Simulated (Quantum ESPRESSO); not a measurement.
Crystal: MnNi3.

```xyz
4
Lattice="3.5930 0.0000 0.0000 0.0000 3.5930 0.0000 0.0000 0.0000 3.5930" Properties=species:S:1:pos:R:3 pbc="T T T"
Ni    1.7965    1.7965    0.0000
Ni    1.7965    0.0000    1.7965
Ni    0.0000    1.7965    1.7965
Mn    0.0000    0.0000    0.0000
```

```yaml
Program: Quantum ESPRESSO 7.5
Task: single point
Functional: PBEsol
Potentials_or_basis: GBRV 1.5 PBEsol
Cutoff: 612 eV
Density_cutoff: 4898 eV
k_mesh: 7 × 7 × 7
Occupations: fermi-dirac, width 0.05 eV
Spin: collinear spin, ferromagnetic start
Starting_moments: "[1.0, 1.0, 1.0, 4.0] μB"
```

On this cell: pressure -13.0 GPa; largest force zero by symmetry; net moment 4.90 μB per cell; site moments Ni +0.58; Mn +3.20 μB; band gap on the k mesh none (metal or under the smearing width).

The same run follows on a disturbed copy (atoms moved at random, drawn with an rms of 0.05 Å):

```
Ni Mn
1.0
     3.59300    0.00000    0.00000
     0.00000    3.59300    0.00000
     0.00000    0.00000    3.59300
Ni Mn
3 1
Cartesian
  1.8055 1.7985 0.0116
  1.7945 0.0408 1.7695
  -0.0387 1.7986 1.7828
  -0.0044 0.0045 0.0123
```

Question: What does the disturbed cell give?

Answer: The energy (extrapolated to zero smearing) moves by +5.2 meV/atom; pressure -12.7 GPa; largest force 0.431 eV/Å; net moment 4.90 μB per cell; site moments Ni +0.59, +0.58; Mn +3.19 μB; band gap on the k mesh none (metal or under the smearing width).

Forces on the atoms (eV/Å):
```
Ni  -0.224  0.147 -0.227
Ni  -0.129 -0.294  0.287
Ni   0.315  0.146  0.171
Mn   0.038  0.001 -0.231
```

Stress tensor (GPa, compression positive):
```
-12.71   0.11   0.10
  0.11 -12.73  -0.12
  0.10  -0.12 -12.72
```
